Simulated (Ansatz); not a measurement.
# C3H6BrF: the cost of one run

All numbers are computed with the Python package of Ansatz 0.2.0. The levels of theory stand in the script.

## Step 1: The system

Bond lengths: C1–C2 1.519 Å, C2–Br3 1.959 Å, C2–C4 1.520 Å, C4–F5 1.360 Å, C1–H6 1.096 Å, C1–H7 1.095 Å, C1–H8 1.096 Å, C2–H9 1.095 Å, C4–H10 1.094 Å, C4–H11 1.094 Å. Angles (14 of 18 angles, heavy atoms first): C1–C2–Br3 108.9°, C1–C2–C4 112.7°, Br3–C2–C4 109.6°, C2–C4–F5 110.3°, C1–C2–H9 110.3°, Br3–C2–H9 105.1°, C4–C2–H9 110.0°, C2–C1–H6 111.8°, C2–C1–H7 110.6°, C2–C1–H8 111.1°, C2–C4–H10 112.1°, C2–C4–H11 110.7°, F5–C4–H10 107.9°, F5–C4–H11 107.4°.

The script holds or builds the structure itself.

## Step 2: Script

methods.py reads:

```python
# -*- coding: utf-8 -*-
"""One geometry of C3H6BrF, method by method."""

from pathlib import Path

import ansatz as az
from ase import Atoms
import numpy as np


def main():
    atoms = Atoms(["C", "C", "Br", "C", "F", "H", "H", "H", "H", "H", "H"], positions=[
        (1.1977, -0.1399, 0.4571),
        (0.1009, 0.2879, -0.5024),
        (-0.0203, 2.2432, -0.495),
        (-1.2519, -0.3082, -0.1495),
        (-1.56, -0.0434, 1.1488),
        (0.9873, 0.1793, 1.484),
        (1.3052, -1.2297, 0.4583),
        (2.1636, 0.2897, 0.1693),
        (0.3702, 0.0232, -1.5298),
        (-2.0551, 0.0943, -0.7745),
        (-1.2377, -1.3963, -0.2663),
    ])
    molecule = az.Crystal.molecule_from_ase(atoms)

    model = molecule.calculation().basis(gaussian="def2-SVP")

    print("functional    E (Ha)        dipole (D)   HOMO (eV)  LUMO (eV)")
    for name in ["b3lyp", "blyp", "pbe", "hf", "r2scan"]:
        rep = model.functional(name).forces().orbitals().run(runs_dir="runs").report
        lines = Path(rep["orbitals_path"]).read_text().splitlines()
        field_of = lambda key: [line.split("=")[1].strip() for line in lines if line.startswith(key)]
        orbitals = [(27.211386 * float(e), s, float(n)) for e, s, n in zip(field_of("Ene="), field_of("Spin="), field_of("Occup="))]
        homo = max(e for e, _, n in orbitals if n > 0.5)
        lumo = min(e for e, _, n in orbitals if n < 0.5)
        dipole = 4.803205 * np.linalg.norm(rep["charge_distribution"]["dipole_moment_e_ang"])
        print(f"{name:10s} {rep['free_energy_ev'] / 27.211386246:14.6f} {dipole:9.3f} {homo:11.3f} {lumo:10.3f}")


if __name__ == "__main__":
    main()
```

## Step 3: Running it

Command:

```sh
$ python methods.py
```

**Question.** How long does this script take on 1 thread of Arm Neoverse V1, shared host, and how much memory does it need?

About 28 s, with a peak of 0.34 GiB.
